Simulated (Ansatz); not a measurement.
# CH₄FInTe: up Jacob's ladder to CCSD(T)

Aim: compute CH₄FInTe with functionals from several rungs and with coupled cluster, and see how far each lands from CCSD(T) at the basis-set limit for the atomisation energy.

Method: functionals in def2-TZVPP, the program's frozen cores in correlated methods; program: Ansatz 0.2.0, Gaussian basis.

Levels to be run: LDA (SPW92), PBE-D4, revPBE-D4, BLYP-D4, r2SCAN-D4, B97M-V, PBE0-D4, B3LYP-D4, r2SCANh-D4, r2SCAN0-D4, HSE06-D4, BHLYP-D4, CAM-B3LYP-D4, LC-ωPBE, ωB97X-V, ωB97M-V, B2PLYP, PBE-QIDH; CCSD(T)/def2-SVP; CCSD(T)/def2-TZVPP; MP2/def2-QZVPP; extrapolation to the limit; RPA on PBE.

## Step 1: The geometry

An earlier PBE0-D4 in a triple-zeta def2 set relaxation fixed the geometry. In, Te take the def2 core potential; no spin-orbit term is included.

SMILES `[CH3][In]([F])[TeH]`, 8 atoms, charge 0, spin multiplicity 1.

Atoms are counted from 1 here; the program's logs count them from 0.

Bond lengths: C1–In2 2.133 Å, C1–H5 1.089 Å, C1–H6 1.090 Å, C1–H7 1.090 Å, In2–F3 1.964 Å, In2–Te4 2.676 Å, Te4–H8 1.657 Å. Angles: In2–C1–H5 111.0°, In2–C1–H6 108.5°, In2–C1–H7 108.4°, H5–C1–H6 109.9°, H5–C1–H7 110.0°, H6–C1–H7 109.0°, C1–In2–F3 114.2°, C1–In2–Te4 136.4°, F3–In2–Te4 109.4°, In2–Te4–H8 88.6°.

## Step 2: LDA

This LDA is Slater exchange with PW92 correlation.

in.yaml reads:

```yaml
crystal:
  periodic: [false, false, false]
  atoms:
    - {symbol: C, position_ang: [-0.026974, 1.434406, -0.830230]}
    - {symbol: In, position_ang: [0.078969, -0.373265, 0.297701]}
    - {symbol: F, position_ang: [1.368208, -0.323558, 1.777902]}
    - {symbol: Te, position_ang: [-1.112885, -2.768461, 0.237283]}
    - {symbol: H, position_ang: [-0.722512, 1.336122, -1.661846]}
    - {symbol: H, position_ang: [-0.352396, 2.236500, -0.167144]}
    - {symbol: H, position_ang: [0.970532, 1.666616, -1.203905]}
    - {symbol: H, position_ang: [-0.202931, -3.208351, 1.550249]}
basis:
  gaussian: {orbitals: def2-TZVPP}
hamiltonian: {xc: lda}
output: {orbitals: {seedname: orbitals}}
```

The runs that follow: PBE-D4 (GGA); revPBE-D4 (GGA); BLYP-D4 (GGA); r2SCAN-D4 (meta-GGA); B97M-V (meta-GGA); PBE0-D4 (hybrid); B3LYP-D4 (hybrid); r2SCANh-D4 (hybrid); r2SCAN0-D4 (hybrid); HSE06-D4 (hybrid); BHLYP-D4 (hybrid); CAM-B3LYP-D4 (range-separated); LC-ωPBE (range-separated); ωB97X-V (range-separated); ωB97M-V (range-separated); B2PLYP (double hybrid); PBE-QIDH (double hybrid); CCSD(T) in def2-SVP; CCSD(T) in def2-TZVPP; MP2 in def2-QZVPP; RPA on PBE orbitals.

Before running them: what should the planned runs give, taken together? Wanted: atomisation energy, CCSD(T)/CBS; farthest beyond LDA; mean size of error, GGA; mean size of error, meta-GGA; mean size of error, hybrid; mean size of error, range-separated; mean size of error, double hybrid; gap, smallest and largest; T1 diagnostic.

The runs gave:

| quantity | value |
| --- | --- |
| atomisation energy, CCSD(T)/CBS | 2468.3 kJ/mol |
| functionals within 24.7 kJ/mol (1.0 %) | PBE-D4, ωB97X-V |
| farthest beyond LDA | BHLYP-D4 (-121.2 kJ/mol) |
| mean size of error, GGA | 42.0 kJ/mol |
| mean size of error, meta-GGA | 29.5 kJ/mol |
| mean size of error, hybrid | 63.7 kJ/mol |
| mean size of error, range-separated | 35.7 kJ/mol |
| mean size of error, double hybrid | 62.4 kJ/mol |
| gap, smallest and largest | 3.46 eV (BLYP-D4), 9.96 eV (LC-ωPBE) |
| T1 diagnostic | 0.0136 |
| triples share of the correlation energy | 2.9 % |

What this shows: The LDA atomisation energy is off by 334.4 kJ/mol (14 %): it overbinds. PBE-D4 misses by +3.3 kJ/mol. Double hybrids carry the basis error of their MP2 part in triple zeta, and no dispersion term here, so their miss is partly the set-up's. By mean error the best rung here is meta-GGA (29.5 kJ/mol) and the worst beyond LDA is hybrid (63.7 kJ/mol). The gap between the best rungs is small, so their order is not settled. The mean of the hybrids holds BHLYP, with half exact exchange. Misses under about 24.7 kJ/mol are within the doubt on the reference itself, which lacks core-valence correlation, spin-orbit coupling and higher excitations, and its outer-core shells are covered unevenly. All levels share the lack of spin-orbit coupling, which lowers the free heavy atoms and so the true binding. Hartree-Fock recovers 70 % of the binding; the rest is correlation. CCSD(T) in def2-SVP is off by -189.3 kJ/mol, so the small basis spoils what the method gains. Orbital gaps span 3.5 to 10.0 eV; exact exchange widens them. Correlated methods include outer-core shells of In, Te, which these sets cover unevenly.
